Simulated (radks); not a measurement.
# Pd in [Kr] 4d10: an all-electron calculation

One table from this session's results is given with a row withheld; the runs are named, their logs left out.

The numbers are computed with radks (a radial shooting solver on a logarithmic mesh, Libxc functionals) version 1 (Dirac Kohn-Sham, PBE, spin-unpolarised, spherical densities, finite nucleus), except any that are marked as measured or tabulated.

## The atom as given

| Quantity | Value |
| --- | --- |
| element | palladium (Z = 46) |
| charge | 0 |
| electrons | 46 |
| configuration | [Kr] 4d10 |
| nuclear rms radius | 4.5318 fm |

Outer shells as boxes (Hund's rule):

Pd
```
[Kr] core
4d [↑↓][↑↓][↑↓][↑↓][↑↓]
```

Set-up of the first run:

Input:

```text
Z 46
configuration [Kr] 4d10
relativity Dirac
functional pbe,pbe
spin unpolarised
j_filling average
nucleus finite rms 4.5318 fm
c 137.035999084
```

Launch:

```bash
$ python run_ks.py task.json out
```

This one command runs every case of the session in turn.

One of the session's tables, all rows but one given; the rest of the session is left out.

It belongs to the step «Radial structure». From the orbitals of this run (lengths in bohr):

```
level      <r>  outermost maximum (interpolated)  90 % within  nodes
1s1/2  0.03185                            0.0207       0.0571      0
2s1/2   0.1380                             0.117        0.214      1
2p1/2   0.1171                            0.0905        0.192      0
2p3/2   0.1221                            0.0947        0.199      0
3s1/2   0.3790                             0.342        0.559      2
3p1/2   0.3712                             0.329        0.560      1
3p3/2   0.3820                             0.338        0.575      1
3d3/2   0.3556                             0.281        0.564      0
3d5/2   0.3591                             0.284        0.569      0
4s1/2   0.9470                             0.852         1.38      3
4p1/2        ?                                 ?            ?      ?
4p3/2    1.055                             0.919         1.57      2
4d3/2    1.569                              1.09         2.62      1
4d5/2    1.606                              1.10         2.69      1
```

Estimate the missing values for 4p1/2.

As computed: <r>: 1.023; outermost maximum (interpolated): 0.894; 90 % within: 1.52; nodes: 2. In the column «<r>» it lies between 4s1/2 (0.9470) and 4p3/2 (1.055).
